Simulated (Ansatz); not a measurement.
**SbP (zincblende type): a single-point run**

The task is a single-point run on SbP (zincblende type). The structure is shown as the input types it.

Program: Ansatz 0.2.0. Level of theory: DFT, PBEsol, norm-conserving pseudopotentials, Ansatz's default files, scalar-relativistic. These are calculated values, not measurements.

### Step 1. The starting structure

Symmetry: F-43m, No. 216, cubic system. Conventional cell: a = 6.204 Å, b = 6.204 Å, c = 6.204 Å, α = 90.00°, β = 90.00°, γ = 90.00°. Sb (site symmetry -43m) is surrounded by 4 P at 2.69 Å. P (site symmetry -43m) has 4 Sb at 2.69 Å in its first shell of neighbours.

Structure file:

```cif
data_structure
_symmetry_space_group_name_H-M 'P 1'
_symmetry_Int_Tables_number 1
_cell_length_a 4.3869
_cell_length_b 4.3869
_cell_length_c 4.3869
_cell_angle_alpha 60.000
_cell_angle_beta 60.000
_cell_angle_gamma 60.000
_cell_volume 59.70
loop_
_atom_site_label
_atom_site_type_symbol
_atom_site_fract_x
_atom_site_fract_y
_atom_site_fract_z
_atom_site_occupancy
Sb1 Sb 0.00000 0.00000 0.00000 1
P1 P 0.25000 0.25000 0.25000 1
```

### Step 2. The calculation

input.yaml

```yaml
crystal:
  lattice:
    - [0.0, 3.101980582, 3.101980582]
    - [3.101980582, 0.0, 3.101980582]
    - [3.101980582, 3.101980582, 0.0]
  atoms:
    - { symbol: Sb, position: [0.0, 0.0, 0.0] }
    - { symbol: P, position: [0.25, 0.25, 0.25] }
kpoints:
  mp_grid: { grid: [11, 11, 11] }
scf:
  occupations: { method: fermi_dirac, width: 5.0 }
  max_iter: 50
hamiltonian:
  xc: pbesol
  pseudopotentials: { kind: nc }
output:
  forces: true
  stress: true
  eigenvalues: true
```

On the command line:

```
$ ansatz run input.yaml --threads 1 --pin off --max-ram 2048MiB --backend cpu --events-out ev --progress --plain --runs-dir out
```

What happens when this is run?

The run converged and reported no error. It gives a pressure of 47 GPa, which is large; a structure far from rest gives such values too, whatever the setting.

Look at the input: scf.occupations.width is 5.0. A smearing this wide moves electrons out of filled levels into empty ones. A Fermi-Dirac width of 5 eV is an electron temperature of 58000 K.

Run again and compare: set scf.occupations.width to 0.08.
